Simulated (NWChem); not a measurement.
**C2H8B2 (SMILES BC(B)C) at 4 levels**

We compute a comparison of 4 runs (HF/STO-3G, HF/3-21G, B3LYP/6-31G*) of C2H8B2. 

Program for the calculation: NWChem 7.3.0.

**1. Starting point**

C2H8B2 has 12 atoms, charge 0, and is taken as a singlet. As SMILES, `BC(B)C`. Geometry: relaxed at PBE0-D4/def2-TZVP.

Bond lengths: B1–C2 1.549 Å, C2–B3 1.549 Å, C2–C4 1.523 Å, B1–H5 1.199 Å, B1–H6 1.197 Å, C2–H7 1.113 Å, B3–H8 1.197 Å, B3–H9 1.199 Å, C4–H10 1.093 Å, C4–H11 1.093 Å, C4–H12 1.092 Å. Some angles: B1–C2–B3 106.4°, B1–C2–C4 117.9°, B3–C2–C4 117.9°, B1–C2–H7 98.9°, B3–C2–H7 98.9°, C4–C2–H7 113.6°, C2–B1–H5 120.5°, C2–B1–H6 120.4°, C2–B3–H8 120.3°, C2–B3–H9 120.5°.

**2. Energy and forces at HF/STO-3G (run 1)**

calc.nw

```
START calc
TITLE "C2H8B2"
memory stack 880 mb heap 220 mb global 1100 mb
charge 0

GEOMETRY units angstrom noautosym nocenter noautoz
   B    -1.092200    1.030000   -0.223800
   C     0.185900    0.219000    0.105200
   B    -0.098200   -0.526600    1.433000
   C     0.845000   -0.561800   -1.023800
   H    -1.654400    0.882500   -1.272500
   H    -1.532900    1.811500    0.567900
   H     0.817200    1.045200    0.502600
   H    -0.428000    0.081700    2.409300
   H     0.006700   -1.719300    1.496700
   H     1.069800    0.073300   -1.884000
   H     1.777200   -1.034300   -0.705000
   H     0.180900   -1.356300   -1.371600
END

BASIS spherical bse
   * library STO-3G
END

SCF
   thresh 1e-08
   maxiter 80
   print low
END

TASK scf gradient
```

On the command line:

```bash
$ nwchem calc.nw > calc.out
```

Log:

```text
[...]
  functions       =    28
[...]
  wavefunction    = RHF
[...]
         Total SCF energy =   -128.181669432777
      One-electron energy =   -374.080929026385
      Two-electron energy =    143.863936577465
 Nuclear repulsion energy =    102.035323016143
        Time for solution =      1.6s
[...]
                         RHF ENERGY GRADIENTS
    atom               coordinates                        gradient
                 x          y          z           x          y          z
   1 B      -2.063959   1.946418  -0.422921    0.029791  -0.011885   0.016777
   2 C       0.351300   0.413850   0.198799   -0.005181  -0.030910  -0.025982
   3 B      -0.185571  -0.995130   2.707977    0.005295   0.026436  -0.024088
   4 C       1.596818  -1.061648  -1.934701   -0.006910   0.011335   0.014747
   5 H      -3.126363   1.667683  -2.404676   -0.009363  -0.004862  -0.021027
   6 H      -2.896761   3.423239   1.073175   -0.008638   0.015006   0.015352
   7 H       1.544284   1.975142   0.949776   -0.002712   0.011492   0.012420
   8 H      -0.808803   0.154391   4.552917   -0.006548   0.011754   0.018892
   9 H       0.012661  -3.249006   2.828353    0.002440  -0.023361  -0.001342
  10 H       2.021629   0.138517  -3.560244    0.000864   0.002022  -0.004807
  11 H       3.358421  -1.954544  -1.332257    0.004187  -0.003182   0.000718
[...]
```

Run time: 2.4 s. Hardware: 1 thread of AMD EPYC 9R45 (Zen 5), shared host; peak memory 0.1 GiB.

**3. Energy and forces at HF/3-21G (run 2)**

run.py

```python
from ase import Atoms
from ase.calculators.nwchem import NWChem

atoms = Atoms(['B', 'C', 'B', 'C', 'H', 'H', 'H', 'H', 'H', 'H', 'H', 'H'], positions=[
    [-1.092200, 1.030000, -0.223800],
    [0.185900, 0.219000, 0.105200],
    [-0.098200, -0.526600, 1.433000],
    [0.845000, -0.561800, -1.023800],
    [-1.654400, 0.882500, -1.272500],
    [-1.532900, 1.811500, 0.567900],
    [0.817200, 1.045200, 0.502600],
    [-0.428000, 0.081700, 2.409300],
    [0.006700, -1.719300, 1.496700],
    [1.069800, 0.073300, -1.884000],
    [1.777200, -1.034300, -0.705000],
    [0.180900, -1.356300, -1.371600],
])

calc = NWChem(
    label='c2h8b2',
    theory='scf',
    memory='2200 mb',
    basis='3-21G',
    basispar='spherical bse',
    scf={'nopen': '0', 'rhf': None, 'thresh': '1e-08', 'maxiter': '80', 'print': 'low'},
)
atoms.calc = calc

forces = atoms.get_forces()
print(f"energy = {atoms.get_potential_energy():.6f} eV")
print("forces (eV/A):")
for s, f in zip(atoms.symbols, forces):
    print(f"{s:2s} {f[0]:10.5f} {f[1]:10.5f} {f[2]:10.5f}")
```

On the command line:

```bash
$ export ASE_NWCHEM_COMMAND="nwchem PREFIX.nwi > PREFIX.nwo"
$ python run.py
```

Log:

```text
energy = -3510.186716 eV
forces (eV/A):
B    -0.72258    0.35204   -0.56456
C     0.30828    0.77380    0.54420
B    -0.01229   -0.75873    0.62066
C     0.28863   -0.42346   -0.56919
H     0.01712    0.08983    0.16702
H     0.02273   -0.09940   -0.12403
H     0.21520   -0.18322   -0.30108
H     0.03250   -0.11519   -0.11035
H    -0.03245    0.16784    0.08428
H    -0.04186   -0.13545    0.23700
H    -0.22369    0.14938   -0.06567
H     0.14846    0.18260    0.08176
```

The calculator wrote c2h8b2.nwi:

```
title "c2h8b2"

permanent_dir c2h8b2

scratch_dir c2h8b2

start c2h8b2

geometry units angstrom nocenter noautosym noautoz
  B  -1.0922000000000001e+00 1.0300000000000000e+00 -2.2380000000000000e-01
  C  1.8590000000000001e-01 2.1900000000000000e-01 1.0520000000000000e-01
  B  -9.8199999999999996e-02 -5.2659999999999996e-01 1.4330000000000001e+00
  C  8.4499999999999997e-01 -5.6179999999999997e-01 -1.0238000000000000e+00
  H  -1.6544000000000001e+00 8.8249999999999995e-01 -1.2725000000000000e+00
  H  -1.5328999999999999e+00 1.8115000000000001e+00 5.6789999999999996e-01
  H  8.1720000000000004e-01 1.0451999999999999e+00 5.0260000000000005e-01
  H  -4.2799999999999999e-01 8.1699999999999995e-02 2.4093000000000000e+00
  H  6.7000000000000002e-03 -1.7193000000000001e+00 1.4966999999999999e+00
  H  1.0698000000000001e+00 7.3300000000000004e-02 -1.8839999999999999e+00
  H  1.7771999999999999e+00 -1.0343000000000000e+00 -7.0499999999999996e-01
  H  1.8090000000000001e-01 -1.3563000000000001e+00 -1.3715999999999999e+00
end

memory 2200 mb

basis spherical bse noprint
   * library 3-21G
end

scf
  nopen 0
  rhf
  thresh 1e-08
  maxiter 80
  print low
end

task scf gradient
```

c2h8b2.nwo:

```text
Northwest Computational Chemistry Package (NWChem) 7.3.0
             --------------------------------------------------------

           Job information
           ---------------

    nwchem branch   = 7.3.0
    use scalapack   = T
    input           = c2h8b2.nwi
    prefix          = c2h8b2.
    data base       = c2h8b2/c2h8b2.db
    status          = startup
    nproc           =        1

           Memory information
           ------------------

    heap     =     72089600 doubles =      550.0 Mbytes
    stack    =     72089597 doubles =      550.0 Mbytes
    global   =    144179200 doubles =     1100.0 Mbytes (distinct from heap & stack)
    total    =    288358397 doubles =     2200.0 Mbytes
    verify   = yes
    hardfail = no

[... 37 lines left out ...]
            Nuclear Dipole moment (a.u.)
[... 77 lines left out ...]
       Final RHF  results
       ------------------

         Total SCF energy =   -128.996983574805
      One-electron energy =   -373.624532234033
      Two-electron energy =    142.592225643085
 Nuclear repulsion energy =    102.035323016143

        Time for solution =      1.6s

                              NWChem Gradients Module
                              -----------------------

                         RHF ENERGY GRADIENTS

    atom               coordinates                        gradient
                 x          y          z           x          y          z
   1 B      -2.063959   1.946418  -0.422921    0.014052  -0.006846   0.010979
   2 C       0.351300   0.413850   0.198799   -0.005995  -0.015048  -0.010583
   3 B      -0.185571  -0.995130   2.707977    0.000239   0.014755  -0.012070
[... 8 lines of this table left out ...]
  12 H       0.341851  -2.563035  -2.591948   -0.002887  -0.003551  -0.001590

 Task  times  cpu:        1.9s     wall:        1.9s
 Total times  cpu:        1.9s     wall:        1.9s
```

It took 2.9 s on 1 thread of AMD EPYC 9R45 (Zen 5), shared host; peak memory 0.1 GiB.

Run 3 isn't shown in full; the table further down has it.

**4. Energy and gradient at B3LYP/6-31G(d) (spherical functions) (run 4)**

c2h8b2.nw

```
start c2h8b2
memory total 2200 mb
charge 0

geometry units angstrom noautosym nocenter noautoz
B       -1.092200       1.030000      -0.223800
C        0.185900       0.219000       0.105200
B       -0.098200      -0.526600       1.433000
C        0.845000      -0.561800      -1.023800
H       -1.654400       0.882500      -1.272500
H       -1.532900       1.811500       0.567900
H        0.817200       1.045200       0.502600
H       -0.428000       0.081700       2.409300
H        0.006700      -1.719300       1.496700
H        1.069800       0.073300      -1.884000
H        1.777200      -1.034300      -0.705000
H        0.180900      -1.356300      -1.371600
end

basis spherical bse
* library 6-31G*
end

dft
xc b3lyp
grid xfine
convergence energy 1e-08
iterations 100
mulliken
print low
end

task dft gradient
```

On the command line:

```bash
$ nwchem c2h8b2.nw > c2h8b2.out
```

Log:

```text
[...]
 d= 0,ls=0.0,diis     1   -130.6467285073 -2.33D+02  7.97D-03  2.86D-01     3.7
[...]
 d= 0,ls=0.0,diis     8   -130.6904985576 -6.65D-10  1.60D-06  3.00D-08    25.3
         Total DFT energy =     -130.690498557640
      One electron energy =     -375.178395379960
           Coulomb energy =      164.455379026261
    Exchange-Corr. energy =      -22.002805220084
 Nuclear repulsion energy =      102.035323016143
[...]
      Total Density - Mulliken Population Analysis
     ---------------------------------------------
    Atom       Charge   Shell Charges
 -----------   ------   -------------------------------------------------------
    1 B    5     4.92   2.00  0.58  1.40  0.48  0.43  0.04
    2 C    6     6.24   2.00  0.67  2.15  0.55  0.85  0.03
    3 B    5     4.92   2.00  0.58  1.40  0.48  0.43  0.04
    4 C    6     6.45   2.00  0.67  2.13  0.62  1.00  0.04
    5 H    1     1.02   0.52  0.50
    6 H    1     1.02   0.52  0.49
    7 H    1     0.83   0.51  0.33
    8 H    1     1.02   0.52  0.49
    9 H    1     1.02   0.52  0.50
   10 H    1     0.86   0.53  0.33
[...]
                         DFT ENERGY GRADIENTS
    atom               coordinates                        gradient
                 x          y          z           x          y          z
   1 B      -2.063959   1.946418  -0.422921    0.003983  -0.002195   0.001843
   2 C       0.351300   0.413850   0.198799   -0.000113  -0.003936  -0.003671
   3 B      -0.185571  -0.995130   2.707977    0.000628   0.003033  -0.003776
   4 C       1.596818  -1.061648  -1.934701   -0.001898   0.001888   0.002881
   5 H      -3.126363   1.667683  -2.404676    0.000494  -0.000298  -0.000203
   6 H      -2.896761   3.423239   1.073175    0.000209  -0.000203   0.000480
   7 H       1.544284   1.975142   0.949776   -0.001499  -0.000731   0.000211
   8 H      -0.808803   0.154391   4.552917   -0.000230   0.000492  -0.000201
   9 H       0.012661  -3.249006   2.828353    0.000292   0.000011  -0.000537
  10 H       2.021629   0.138517  -3.560244   -0.000779  -0.001041   0.002143
  11 H       3.358421  -1.954544  -1.332257   -0.002191   0.001169  -0.000220
[...]
```

It took 32 s on 1 thread of AMD EPYC 9R45 (Zen 5), shared host; peak memory 0.15 GiB.

**5. Overview of the runs**

```tsv
run	level	Cartesian functions	iteration cap	energy (Eh)	largest force (eV/Å)	wall time
1	HF/STO-3G	no	80	-128.181669	2.093	2.4 s
2	HF/3-21G	no	80	-128.996984	0.995	2.9 s
3	B3LYP/6-31G* (Cartesian functions)	yes	100	-130.692878	0.273	32 s
4	B3LYP/6-31G* (spherical functions)	no	100	-130.690499	0.277	32 s
```

**6. What came out**

| quantity | value |
| --- | --- |
| run 4: total energy | -130.69050 Eh |
| run 4: largest force on an atom | 0.277 eV/Å |

In words: In run 1 the basis is minimal, so the values are rough. All runs together took 69 s, the longest 32 s.
